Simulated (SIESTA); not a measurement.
GaGe3:

```xyz
8
Lattice="5.9850 0.0000 0.0000 -2.9925 5.1832 0.0000 0.0000 0.0000 5.0350" Properties=species:S:1:pos:R:3 pbc="T T T"
Ge    0.0000    1.6955    1.2587
Ge   -1.5241    4.3354    1.2587
Ge    1.5241    4.3354    1.2587
Ge    2.9925    3.4877    3.7762
Ge    4.5167    0.8478    3.7762
Ge    1.4684    0.8478    3.7762
Ga    0.0000    3.4555    3.7762
Ga    2.9925    1.7277    1.2587
```

The cell comes from a database or a generator and needn't be the stable form of this composition.

```yaml
Program: SIESTA 5.4.2
Task: single point
Functional: PBE
Potentials_or_basis: PseudoDojo 0.4 standard (PBE files)
Basis: DZP (energy shift 0.003 Ry; two zetas on semicore shells)
Grid_cutoff: 800 Ry
Energy_shift: 0.003 Ry
k_mesh: 5 × 5 × 5
Occupations: fermi-dirac, width 0.05 eV
Spin: no spin polarisation
```

On this cell: pressure 0.0 GPa; largest force 0.214 eV/Å; band gap on the k mesh none (metal or under the smearing width).

The same run follows on a disturbed copy (atoms moved at random, drawn with an rms of 0.05 Å):

```xyz
8
Lattice="5.9850 0.0000 0.0000 -2.9925 5.1832 0.0000 0.0000 0.0000 5.0350" Properties=species:S:1:pos:R:3 pbc="T T T"
Ge   -0.0286    1.7339    1.3073
Ge   -1.5036    4.3287    1.2814
Ge    1.5594    4.3400    1.2116
Ge    2.9772    3.4736    3.8020
Ge    4.5191    0.8532    3.7841
Ge    1.4437    0.8403    3.7857
Ga   -0.0645    3.4219    3.7852
Ga    2.9887    1.7181    1.2776
```

Q: What does the disturbed cell give?

A: The energy (extrapolated to zero smearing) moves by +0.8 meV/atom; pressure 0.1 GPa; largest force 0.270 eV/Å; band gap on the k mesh none (metal or under the smearing width).

Forces on the atoms (eV/Å):
```
Ge   0.033  0.178 -0.077
Ge   0.195 -0.047 -0.004
Ge  -0.147 -0.102  0.091
Ge  -0.135 -0.204 -0.051
Ge  -0.251 -0.027  0.002
Ge   0.242  0.114  0.036
Ga   0.118  0.115  0.016
Ga  -0.055 -0.026 -0.013
```

Stress tensor (GPa, compression positive):
```
-0.02 -0.07 -0.08
-0.07  0.14 -0.08
-0.08 -0.08  0.08
```

Caveats: the basis of atomic orbitals isn't converged, which shifts pressures, moduli and gaps.
